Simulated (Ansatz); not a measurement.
# BFGeH₅NO: one species, many methods

One table from this session's results is given with a row withheld; the runs are named, their logs left out.

Method: functionals in def2-TZVPP, the program's frozen cores in correlated methods; program: Ansatz 0.2.0, Gaussian basis.

The runs, in order: PBE-D4, r2SCAN-D4, PBE0-D4, B3LYP-D4, ωB97X-V, ωB97M-V, B2PLYP; CCSD(T)/def2-TZVPP; MP2/def2-QZVPP; extrapolation to the limit.

## Structure used throughout

An earlier PBE0-D4 in a triple-zeta def2 set relaxation fixed the geometry.

SMILES `[NH2][GeH2][O]BF`, 10 atoms, charge 0, spin multiplicity 1.

Atoms are counted from 1 here; the program's logs count them from 0.

Bond lengths: N1–Ge2 1.814 Å, N1–H6 1.009 Å, N1–H7 1.009 Å, Ge2–O3 1.807 Å, Ge2–H8 1.532 Å, Ge2–H9 1.528 Å, O3–B4 1.335 Å, B4–F5 1.330 Å, B4–H10 1.203 Å. Angles: Ge2–N1–H6 116.2°, Ge2–N1–H7 116.1°, H6–N1–H7 109.8°, N1–Ge2–O3 111.7°, N1–Ge2–H8 108.9°, N1–Ge2–H9 109.2°, O3–Ge2–H8 107.3°, O3–Ge2–H9 103.7°, H8–Ge2–H9 116.0°, Ge2–O3–B4 126.8°, O3–B4–F5 118.8°, O3–B4–H10 123.8°, F5–B4–H10 117.4°.

Set-up of the first run:

in.yaml

```yaml
crystal:
  periodic: [false, false, false]
  atoms:
    - {symbol: N, position_ang: [-0.064250, 0.915232, 1.771779]}
    - {symbol: Ge, position_ang: [-0.851843, 0.445777, 0.206751]}
    - {symbol: O, position_ang: [0.370160, 0.130526, -1.086766]}
    - {symbol: B, position_ang: [0.815152, -1.060964, -1.492402]}
    - {symbol: F, position_ang: [1.752380, -1.108063, -2.435050]}
    - {symbol: H, position_ang: [0.450218, 0.188186, 2.246640]}
    - {symbol: H, position_ang: [0.480098, 1.765257, 1.757428]}
    - {symbol: H, position_ang: [-1.638407, -0.851949, 0.418093]}
    - {symbol: H, position_ang: [-1.649342, 1.632811, -0.330522]}
    - {symbol: H, position_ang: [0.418932, -2.108013, -1.052950]}
basis:
  gaussian: {orbitals: def2-TZVPP}
hamiltonian: {xc: pbe, dispersion: d4}
output: {forces: true, orbitals: {seedname: orbitals}}
```

Run with:

```console
> ansatz run in.yaml --threads 4 --pin off --events-out ev --progress --plain --max-ram 10444MiB
```

Among the steps run: PBE-D4 (GGA); r2SCAN-D4 (meta-GGA); PBE0-D4 (hybrid); B3LYP-D4 (hybrid); ωB97X-V (range-separated); ωB97M-V (range-separated); B2PLYP (double hybrid); CCSD(T) in def2-TZVPP; MP2 in def2-QZVPP.

One of the session's tables, all rows but one given; the rest of the session is left out.

It belongs to the step «Atomisation energies». 

| method | atomisation energy (kJ/mol) |
| --- | --- |
| PBE-D4 | 3717.7 |
| r2SCAN-D4 | 3670.3 |
| PBE0-D4 | 3636.5 |
| B3LYP-D4 | 3659.9 |
| ωB97X-V | 3682.3 |
| ωB97M-V | 3671.4 |
| B2PLYP | 3637.3 |
| HF/def2-TZVPP | 2632.4 |
| MP2/def2-TZVPP | 3663.3 |
| CCSD/def2-TZVPP | 3526.7 |
| CCSD(T)/def2-TZVPP | 3582.6 |
| MP2/CBS | ? |
| CCSD(T)/CBS | 3673.4 |

Q: Estimate the row for MP2/CBS from the others.

**Answer.** atomisation energy (kJ/mol): 3754.1. In the column «atomisation energy (kJ/mol)» it is the highest.
